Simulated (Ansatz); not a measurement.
# CH₆AlBOSi: a ladder of functionals and wavefunction methods

An exercise on one series of results from a longer session: the logs are not shown, and one member is left open.

Method: functionals in def2-TZVPP, the program's frozen cores in correlated methods; program: Ansatz 0.2.0, Gaussian basis.

Levels to be run: LDA (SPW92), PBE-D4, revPBE-D4, BLYP-D4, r2SCAN-D4, B97M-V, PBE0-D4, B3LYP-D4, r2SCANh-D4, r2SCAN0-D4, HSE06-D4, BHLYP-D4, CAM-B3LYP-D4, LC-ωPBE, ωB97X-V, ωB97M-V, B2PLYP, PBE-QIDH; CCSD(T)/def2-SVP; CCSD(T)/def2-TZVPP; MP2/def2-QZVPP; extrapolation to the limit; RPA on PBE.

## The geometry

An earlier PBE0-D4 in a triple-zeta def2 set relaxation fixed the geometry.

SMILES `C[Si]1(O)[BH][AlH]1`, 11 atoms, charge 0, spin multiplicity 1.

Atoms are counted from 1 here; the program's logs count them from 0.

Bond lengths: C1–Si2 1.878 Å, C1–H6 1.093 Å, C1–H7 1.093 Å, C1–H8 1.100 Å, Si2–O3 1.646 Å, Si2–B4 1.843 Å, Si2–Al5 2.717 Å, O3–H9 0.960 Å, B4–Al5 1.960 Å, B4–H10 1.189 Å, Al5–H11 1.589 Å. Angles: Si2–C1–H6 109.7°, Si2–C1–H7 109.7°, Si2–C1–H8 115.9°, H6–C1–H7 108.1°, H6–C1–H8 106.6°, H7–C1–H8 106.6°, C1–Si2–O3 102.9°, C1–Si2–B4 124.0°, C1–Si2–Al5 77.8°, O3–Si2–B4 133.1°, O3–Si2–Al5 179.3°, B4–Si2–Al5 46.1°, Si2–O3–H9 115.2°, Si2–B4–Al5 91.1°, Si2–B4–H10 135.7°, Al5–B4–H10 133.1°, Si2–Al5–B4 42.7°, Si2–Al5–H11 133.4° and more.

Set-up of the first run:

in.yaml reads:

```yaml
crystal:
  periodic: [false, false, false]
  atoms:
    - {symbol: C, position_ang: [-1.175877, -0.321006, 0.703385]}
    - {symbol: Si, position_ang: [0.597459, 0.247526, 0.461682]}
    - {symbol: O, position_ang: [1.086454, 0.587444, 1.996518]}
    - {symbol: B, position_ang: [1.434438, 0.343111, -1.178055]}
    - {symbol: Al, position_ang: [-0.176901, -0.309103, -2.082485]}
    - {symbol: H, position_ang: [-1.196941, -1.190277, 1.365733]}
    - {symbol: H, position_ang: [-1.758119, 0.476459, 1.172244]}
    - {symbol: H, position_ang: [-1.717124, -0.608990, -0.209543]}
    - {symbol: H, position_ang: [1.990655, 0.900479, 2.077272]}
    - {symbol: H, position_ang: [2.511967, 0.660671, -1.566478]}
    - {symbol: H, position_ang: [-1.530611, -0.843413, -2.719674]}
basis:
  gaussian: {orbitals: def2-TZVPP}
hamiltonian: {xc: lda}
output: {orbitals: {seedname: orbitals}}
```

Started as:

```console
> ansatz run in.yaml --threads 4 --pin off --events-out ev --progress --plain --max-ram 10444MiB
```

Steps of the session up to this table: LDA; PBE-D4 (GGA); revPBE-D4 (GGA); BLYP-D4 (GGA); r2SCAN-D4 (meta-GGA); B97M-V (meta-GGA); PBE0-D4 (hybrid); B3LYP-D4 (hybrid); r2SCANh-D4 (hybrid); r2SCAN0-D4 (hybrid); HSE06-D4 (hybrid); BHLYP-D4 (hybrid); CAM-B3LYP-D4 (range-separated); LC-ωPBE (range-separated); ωB97X-V (range-separated); ωB97M-V (range-separated); B2PLYP (double hybrid); PBE-QIDH (double hybrid).

One table of the session follows, with a row left open; its other results are not shown here.

It belongs to the step «Frontier levels by functional». 

| functional | HOMO (eV) | LUMO (eV) | gap (eV) |
| --- | --- | --- | --- |
| LDA (SPW92) | -4.78 | -2.32 | 2.46 |
| PBE-D4 | -4.63 | -2.11 | 2.53 |
| revPBE-D4 | -4.57 | -2.02 | 2.56 |
| BLYP-D4 | -4.43 | -1.94 | 2.49 |
| r2SCAN-D4 | ? | ? | ? |
| B97M-V | -4.74 | -1.88 | 2.86 |
| PBE0-D4 | -5.43 | -1.36 | 4.06 |
| B3LYP-D4 | -5.22 | -1.51 | 3.71 |
| r2SCANh-D4 | -5.07 | -1.58 | 3.49 |
| r2SCAN0-D4 | -5.52 | -1.21 | 4.32 |
| HSE06-D4 | -5.04 | -1.73 | 3.32 |
| BHLYP-D4 | -6.02 | -0.52 | 5.50 |
| CAM-B3LYP-D4 | -6.45 | -0.37 | 6.08 |
| LC-ωPBE | -7.63 | 0.63 | 8.25 |
| ωB97X-V | -7.37 | 0.56 | 7.92 |
| ωB97M-V | -7.26 | 0.31 | 7.57 |

Estimate the missing values for r2SCAN-D4.

Worked estimate for «HOMO (eV)». Against the share of exact exchange, r2SCANh-D4 (0.1, -5.07), r2SCAN0-D4 (0.25, -5.52) give a slope of -3.00 per unit share; at 0 the line stands at -4.77.

As computed: HOMO (eV): -4.77; LUMO (eV): -1.83; gap (eV): 2.94. In «HOMO (eV)» the line misses by 0.00.
